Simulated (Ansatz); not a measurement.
# C₅H₁₁FGeO₂: one species, many methods

An exercise on one series of results from a longer session: the logs are not shown, and one member is left open.

Program: Ansatz 0.2.0, Gaussian basis. Level of theory: functionals in def2-TZVPP, the program's frozen cores in correlated methods. These are calculated values, not measurements.

Levels to be run: LDA (SPW92), PBE-D4, revPBE-D4, BLYP-D4, r2SCAN-D4, B97M-V, PBE0-D4, B3LYP-D4, r2SCANh-D4, r2SCAN0-D4, HSE06-D4, BHLYP-D4, CAM-B3LYP-D4, LC-ωPBE, ωB97X-V, ωB97M-V, B2PLYP, PBE-QIDH; CCSD(T)/def2-SVP; CCSD(T)/def2-TZVPP; MP2/def2-QZVPP; extrapolation to the limit; RPA on PBE.

## The geometry

The geometry comes from an earlier relaxation with PBE0-D4 in a triple-zeta def2 set; it is a stationary point, not always the lowest conformer.

20 atoms, charge 0, spin multiplicity 1.

Atoms are counted from 1 here; the program's logs count them from 0.

Bond lengths: C1–C2 1.326 Å, C1–H10 1.083 Å, C1–H11 1.086 Å, C2–C3 1.489 Å, C2–H12 1.087 Å, C3–Ge4 1.940 Å, C3–H13 1.094 Å, C3–H14 1.092 Å, Ge4–F5 1.743 Å, Ge4–O6 1.748 Å, Ge4–O8 1.757 Å, O6–C7 1.416 Å, C7–H15 1.092 Å, C7–H16 1.095 Å, C7–H17 1.094 Å, O8–C9 1.412 Å, C9–H18 1.095 Å, C9–H19 1.092 Å and more. Angles: C2–C1–H10 121.3°, C2–C1–H11 121.6°, H10–C1–H11 117.0°, C1–C2–C3 124.7°, C1–C2–H12 119.3°, C3–C2–H12 116.0°, C2–C3–Ge4 111.7°, C2–C3–H13 111.9°, C2–C3–H14 111.9°, Ge4–C3–H13 105.5°, Ge4–C3–H14 107.5°, H13–C3–H14 108.0°, C3–Ge4–F5 108.5°, C3–Ge4–O6 110.1°, C3–Ge4–O8 116.9°, F5–Ge4–O6 109.0°, F5–Ge4–O8 105.4°, O6–Ge4–O8 106.6° and more.

The first run:

Input file in.yaml:

```yaml
crystal:
  periodic: [false, false, false]
  atoms:
    - {symbol: C, position_ang: [-0.696394, 1.179661, -2.748122]}
    - {symbol: C, position_ang: [-1.067823, 1.303182, -1.481158]}
    - {symbol: C, position_ang: [-1.605615, 0.195932, -0.643634]}
    - {symbol: Ge, position_ang: [-0.354404, -0.325593, 0.743933]}
    - {symbol: F, position_ang: [-1.006908, -1.705417, 1.585008]}
    - {symbol: O, position_ang: [-0.139079, 0.983479, 1.881386]}
    - {symbol: C, position_ang: [0.817123, 0.889396, 2.921982]}
    - {symbol: O, position_ang: [1.253025, -0.810995, 0.225387]}
    - {symbol: C, position_ang: [1.424241, -1.937953, -0.607512]}
    - {symbol: H, position_ang: [-0.296090, 2.019951, -3.302060]}
    - {symbol: H, position_ang: [-0.781004, 0.234961, -3.276760]}
    - {symbol: H, position_ang: [-0.962651, 2.266637, -0.988000]}
    - {symbol: H, position_ang: [-2.519385, 0.488776, -0.118559]}
    - {symbol: H, position_ang: [-1.827967, -0.693325, -1.237772]}
    - {symbol: H, position_ang: [0.842857, 1.854467, 3.431267]}
    - {symbol: H, position_ang: [0.541323, 0.118543, 3.648774]}
    - {symbol: H, position_ang: [1.815824, 0.668470, 2.533991]}
    - {symbol: H, position_ang: [0.991370, -2.842313, -0.166693]}
    - {symbol: H, position_ang: [2.496766, -2.096490, -0.735692]}
    - {symbol: H, position_ang: [0.983190, -1.781766, -1.599565]}
basis:
  gaussian: {orbitals: def2-TZVPP}
hamiltonian: {xc: lda}
output: {orbitals: {seedname: orbitals}}
```

Started as:

```bash
$ ansatz run in.yaml --threads 5 --pin off --events-out ev --progress --plain --max-ram 66560MiB --backend cuda --devices 0, --max-vram 37GiB
```

Steps of the session up to this table: LDA; PBE-D4 (GGA); revPBE-D4 (GGA); BLYP-D4 (GGA); r2SCAN-D4 (meta-GGA); B97M-V (meta-GGA); B3LYP-D4 (hybrid); r2SCANh-D4 (hybrid); r2SCAN0-D4 (hybrid); HSE06-D4 (hybrid); BHLYP-D4 (hybrid); CAM-B3LYP-D4 (range-separated); LC-ωPBE (range-separated); ωB97X-V (range-separated); ωB97M-V (range-separated); B2PLYP (double hybrid); PBE-QIDH (double hybrid).

One table of the session follows, with a row left open; its other results are not shown here.

It belongs to the step «Frontier levels by functional». 

| functional | HOMO (eV) | gap (eV) |
| --- | --- | --- |
| LDA (SPW92) | -6.49 | 5.01 |
| PBE-D4 | -6.31 | 5.11 |
| revPBE-D4 | -6.24 | 5.15 |
| BLYP-D4 | -6.17 | 5.09 |
| r2SCAN-D4 | -6.53 | 5.57 |
| B97M-V | -6.56 | 5.65 |
| PBE0-D4 | -7.48 | 7.29 |
| B3LYP-D4 | -7.26 | 6.82 |
| r2SCANh-D4 | ? | ? |
| r2SCAN0-D4 | -7.62 | 7.56 |
| HSE06-D4 | -7.08 | 6.51 |
| BHLYP-D4 | -8.46 | 9.35 |
| CAM-B3LYP-D4 | -8.80 | 9.71 |
| LC-ωPBE | -10.15 | 12.28 |
| ωB97X-V | -9.78 | 11.79 |
| ωB97M-V | -9.68 | 11.53 |

**Question.** Estimate the row for r2SCANh-D4.

Worked estimate for «HOMO (eV)». Against the share of exact exchange, r2SCAN-D4 (0, -6.53), r2SCAN0-D4 (0.25, -7.62) give a slope of -4.36 per unit share; at 0.1 the line stands at -6.97.

As computed: HOMO (eV): -6.97; gap (eV): 6.37. In «HOMO (eV)» the line misses by 0.00.
